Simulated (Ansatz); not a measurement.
**YbN (PbO type): a single-point run**

The task is a single-point run on YbN (PbO type). The structure is shown as the input types it.

Program: Ansatz 0.2.0. Level of theory: DFT PBE, scalar-relativistic, plane waves, PAW. These are calculated values, not measurements.

## Step 1: Starting point

It takes space group P4/nmm (No. 129, tetragonal). Conventional cell: a = 4.203 Å, b = 4.203 Å, c = 3.497 Å, α = 90.00°, β = 90.00°, γ = 90.00°. Yb (site symmetry 4mm) is surrounded by 4 N at 2.25 Å. N (site symmetry -4m2) is surrounded by 4 Yb at 2.25 Å.

Structure file:

```
CELL_PARAMETERS angstrom
4.20291 0.00000 0.00000
0.00000 4.20291 0.00000
0.00000 0.00000 3.49673
ATOMIC_POSITIONS crystal
Yb 0.50000 0.00000 0.23317
Yb 0.00000 0.50000 0.76683
N 0.00000 0.00000 0.00000
N 0.50000 0.50000 0.00000
```

## Step 2: The run

The input, input.yaml:

```yaml
crystal:
  lattice:
    - [4.202911877, 0.0, 0.0]
    - [0.0, 4.202911877, 0.0]
    - [0.0, 0.0, 3.4967330837]
  atoms:
    - { symbol: Yb, position: [0.5, 0.0, 0.2331667586], spin: 1.0 }
    - { symbol: Yb, position: [0.0, 0.5, 0.7668332414], spin: 1.0 }
    - { symbol: "N", position: [0.0, 0.0, 0.0] }
    - { symbol: "N", position: [0.5, 0.5, 0.0] }
basis:
  ecutwfc: 420
  ecutrho_ratio: 2
kpoints:
  mp_grid: { grid: [8, 8, 10] }
hamiltonian:
  xc: pbe
scf:
  occupations: { method: gaussian, width: 0.05 }
  max_iter: 60
output:
  forces: true
  stress: true
magnetization:
  spin_polarized: true
```

Command:

```console
$ ansatz run input.yaml --threads 2 --pin off --max-ram 2662MiB --backend cpu --events-out ev --progress --plain --runs-dir out
```

**Question.** How will this run end, and is anything wrong with its input?

The run converged and reported no error, with warnings (cutoff below recommended, given moment on shells, seeded moment not kept). Its log warns: «basis.ecutrho_ratio = 2 (ecutrho = 840 eV) is below the records' recommended 1680 eV»

Look at the input: basis.ecutrho_ratio is 2. What could go wrong: density grid too coarse. It still converged here, which does not make the setting sound.

To check: set basis.ecutrho_ratio to 4.
